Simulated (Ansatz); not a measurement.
# BH3O3: the cost of one run

All numbers below are computed with Ansatz 0.2.0 (UKS PBE/def2-SVP).

### Step 1. The structure to begin with

Bond lengths: O1–B2 1.357 Å, B2–O3 1.350 Å, B2–O4 1.372 Å, O1–H5 0.955 Å, O3–H6 0.957 Å, O4–H7 0.955 Å. Angles: O1–B2–O3 117.6°, O1–B2–O4 124.1°, O3–B2–O4 118.2°, B2–O1–H5 116.8°, B2–O3–H6 113.2°, B2–O4–H7 117.5°.

Coordinates:

```xyz
7

O    -1.1035    0.7988    0.3140
B    -0.0132   -0.0056    0.2357
O     0.5055   -0.4707    1.3917
O     0.5894   -0.3738   -0.9409
H    -1.4617    1.1207   -0.5113
H     1.2693   -1.0321    1.2635
H     0.2142   -0.0374   -1.7526
```

### Step 2. End point A

The input, input.yaml:

```yaml
crystal:
  periodic: [false, false, false]
  atoms:
    - { symbol: O, position_ang: [-1.10354, 0.79881, 0.31398] }
    - { symbol: B, position_ang: [-0.01321, -0.00565, 0.23568] }
    - { symbol: O, position_ang: [0.50554, -0.47065, 1.39167] }
    - { symbol: O, position_ang: [0.58943, -0.37375, -0.94095] }
    - { symbol: H, position_ang: [-1.46174, 1.12073, -0.51127] }
    - { symbol: H, position_ang: [1.26927, -1.03212, 1.26354] }
    - { symbol: H, position_ang: [0.21425, -0.03737, -1.75264] }
magnetization:
  spin_polarized: true
basis:
  gaussian: { orbitals: def2-SVP }
hamiltonian:
  xc: pbe
relax:
  f_tol: 0.02
  max_steps: 50
output:
  orbitals: {}
```

Launch:

```
ansatz run input.yaml --threads 2 --pin off --max-ram 3072MiB --backend cpu --events-out ev --progress --plain --runs-dir out
```

What time and memory should one allow on 2 threads of Intel Xeon Platinum 8488C (Sapphire Rapids), shared host?

About 7.7 s, with a peak of 0.15 GiB.
